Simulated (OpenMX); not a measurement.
The system is MnSb.

```xyz
4
Lattice="4.1500 0.0000 0.0000 -2.0750 3.5940 0.0000 0.0000 0.0000 5.7800" Properties=species:S:1:pos:R:3 pbc="T T T"
Sb    2.0750    1.1980    4.3350
Sb    0.0000    2.3960    1.4450
Mn    0.0000    0.0000    2.8900
Mn    0.0000    0.0000    0.0000
```

Base run:

```yaml
Program: OpenMX 3.8.5
Functional: PBE
Dispersion: D3(BJ)
Potentials_or_basis: OpenMX 2013 PBE set, Sb7.0-s3p2d2, Mn6.0-s3p2d2, grid cutoff 500 Ry
k_mesh: 5 × 5 × 5
Occupations: fermi-dirac, width 0.05 eV
Spin: collinear spin, ferromagnetic start
Starting_moments: "[0.0, 0.0, 4.0, 4.0] μB"
```

Its results: band gap on the k mesh none (metal or under the smearing width); pressure -2.8 GPa; net moment 6.79 μB per cell; site moments Sb -0.34; Mn +3.73 μB; largest force 0.007 eV/Å.

Q: The run is repeated on the same cell with these changes: dispersion from D3(BJ) to none. What comes out?

A: Band gap on the k mesh none (metal or under the smearing width); pressure 0.2 GPa; net moment 6.79 μB per cell; site moments Sb -0.34; Mn +3.73 μB; largest force 0.007 eV/Å.

Dispersion adds attraction, which lowers the pressure at fixed volume and, as a term added to the energy, leaves the levels alone.

Caveats: the basis of atomic orbitals isn't converged, which shifts pressures, moduli and gaps; only a ferromagnetic start was run, and an antiferromagnetic order may lie lower in energy; pairwise dispersion overbinds metals, which lowers pressure and volume (some runs).
